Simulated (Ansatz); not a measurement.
# SiN4H8: small, medium and large basis sets

Aim: see how fast density functionals converge with the basis set for SiN4H8.

Program: Ansatz 0.2.0, Gaussian basis. Level of theory: one geometry, several basis sets. These are calculated values, not measurements.

The runs, in order: PBE0-D4/def2-SVP; ωB97M-V/def2-SVP; PBE0-D4/def2-QZVPP; ωB97M-V/def2-QZVPP; the functionals' def2-TZVPP values are taken from earlier runs.

## 1. The geometry

All runs share one geometry, relaxed beforehand with PBE0-D4 in a triple-zeta def2 set.

SMILES `N[Si](N)(N)N`, 13 atoms, charge 0, spin multiplicity 1.

Atoms are counted from 1 here; the program's logs count them from 0.

Bond lengths: N1–Si2 1.717 Å, N1–H6 1.007 Å, N1–H7 1.007 Å, Si2–N3 1.717 Å, Si2–N4 1.717 Å, Si2–N5 1.717 Å, N3–H8 1.007 Å, N3–H9 1.007 Å, N4–H10 1.007 Å, N4–H11 1.007 Å, N5–H12 1.007 Å, N5–H13 1.007 Å. Angles: Si2–N1–H6 120.2°, Si2–N1–H7 119.9°, H6–N1–H7 111.4°, N1–Si2–N3 113.2°, N1–Si2–N4 102.3°, N1–Si2–N5 113.2°, N3–Si2–N4 113.2°, N3–Si2–N5 102.3°, N4–Si2–N5 113.2°, Si2–N3–H8 120.2°, Si2–N3–H9 119.9°, H8–N3–H9 111.4°, Si2–N4–H10 119.9°, Si2–N4–H11 120.2°, H10–N4–H11 111.4°, Si2–N5–H12 119.9°, Si2–N5–H13 120.2°, H12–N5–H13 111.4°.

## 2. PBE0-D4 in def2-SVP

in.yaml

```yaml
crystal:
  periodic: [false, false, false]
  atoms:
    - {symbol: N, position_ang: [-0.860161, 1.428187, -0.394580]}
    - {symbol: Si, position_ang: [0.001582, -0.002670, 0.001135]}
    - {symbol: N, position_ang: [-0.910590, -1.098384, 0.957112]}
    - {symbol: N, position_ang: [0.401742, -0.627567, -1.546745]}
    - {symbol: N, position_ang: [1.375346, 0.287074, 0.988743]}
    - {symbol: H, position_ang: [-1.375272, 1.921569, 0.315583]}
    - {symbol: H, position_ang: [-0.492946, 2.060201, -1.087229]}
    - {symbol: H, position_ang: [-1.695562, -1.585945, 0.558115]}
    - {symbol: H, position_ang: [-1.053954, -0.911518, 1.936181]}
    - {symbol: H, position_ang: [-0.300934, -0.673883, -2.266572]}
    - {symbol: H, position_ang: [1.065040, -1.379703, -1.632909]}
    - {symbol: H, position_ang: [1.854180, -0.485544, 1.422137]}
    - {symbol: H, position_ang: [2.012129, 1.033381, 0.763730]}
basis:
  gaussian: {orbitals: def2-SVP}
hamiltonian: {xc: pbe0, dispersion: d4}
output: {orbitals: {seedname: orbitals}}
```

The runs that follow: ωB97M-V in def2-SVP; PBE0-D4 in def2-QZVPP; ωB97M-V in def2-QZVPP.

Q: Predict the results of all the runs planned. Wanted: PBE0-D4: double and triple zeta above quadruple; ωB97M-V: double and triple zeta above quadruple.

The runs gave:

```
                                       quantity           value
PBE0-D4: double and triple zeta above quadruple  11.35, 0.69 eV
ωB97M-V: double and triple zeta above quadruple  11.58, 0.64 eV
```

In words: For PBE0-D4 the step from double to triple zeta gains 10.66 eV and the next only 0.69 eV. Total energies overstate the basis error of differences, where much of it tends to cancel. The LUMO of ωB97M-V is positive and keeps falling with the basis (3.26 to 1.48 eV): an unbound level that the basis holds in place.
